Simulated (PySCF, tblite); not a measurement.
**C5H2NS radical: geometry, infrared bands and EPR parameters**

Aim: predict the infrared bands and EPR parameters of C5H2NS radical (`N#Cc1c[c]sc1`).

The runs use tblite 0.8.0 and PySCF 2.14.0, with density-fitted response routines of our own; the level of theory stands in each step. All values are computed, except where a source is named. Atoms count from 0, in the outputs and in this text.

### Step 1. Starting geometry

9 atoms, charge 0, multiplicity 2; geometry from: force field or distance geometry start.

Bonds of the start (Å): N0–C1 1.18, C1–C2 1.47, C2–C3 1.33, C3–C4 1.36, C4–S5 1.87, S5–C6 1.80, C6–C2 1.36, C3–H7 1.13, C6–H8 1.08.

### Step 2. Optimising the geometry with GFN2-xTB

What the job is given:

```
{"job": {"kind": "relax", "xc": "GFN2-xTB", "basis": "xTB"}, "charge": 0, "multiplicity": 2}
N      2.794100    -0.080200    -0.796200
C      1.658500    -0.048000    -0.488400
C      0.254900    -0.001300    -0.064100
C     -0.612400    -0.981600    -0.316000
C     -1.903200    -0.875300     0.105600
S     -1.958900     0.808800     0.912500
C     -0.216900     1.104100     0.578800
H     -0.294100    -1.926800    -0.837400
H      0.291600     2.006200     0.880100
```

The run is started by

```sh
$ OMP_NUM_THREADS=1 python probes_run.py task.json out
```

This one command runs all jobs of the session in turn.

**Question.** This job is followed by: GFN2-xTB harmonic vibrations, gas phase; UKS B3LYP, pcH-1 on C H N S, non-relativistic, mean-field spin-orbit, GIAO. Predict these results of the whole session: strongest single infrared mode (GFN2-xTB); zero-point energy (GFN2-xTB); g(iso) (B3LYP); ⟨S²⟩; largest a(iso); potential on the surface of density 0.002 e/bohr³, 1st and 99th percentile.

**Answer**, as computed:

| quantity | value |
| --- | --- |
| strongest single infrared mode (GFN2-xTB) | 2362 cm⁻¹, 250 km/mol |
| zero-point energy (GFN2-xTB) | 32.2 kcal/mol |
| g(iso) (B3LYP) | 2.00160 |
| ⟨S²⟩ | 0.759 (exact 0.75) |
| largest a(iso) | 13C on C4, 542.2 MHz |
| potential on the surface of density 0.002 e/bohr³, 1st and 99th percentile | -1.71 V and 1.69 V |

**Reading.** Relaxing lowered the energy by 0.898 eV in 16 steps; the close pair that moved most is C4–S5, from 1.868 to 1.703 Å. No mode is imaginary among the 21: a minimum at this level. The strongest single mode, at 2362 cm⁻¹, moves mainly C1 and N0. GFN2-xTB is a fitted tight-binding method: band positions and strengths are rough. Its intensities can rank the bands wrongly. Most of the unpaired spin sits on C4 (0.99 e). The isotropic g lies 0.7 ppt below the free-electron value. The conformer search found further structures of the same energy, which may be mirror or relabelled copies of this one.
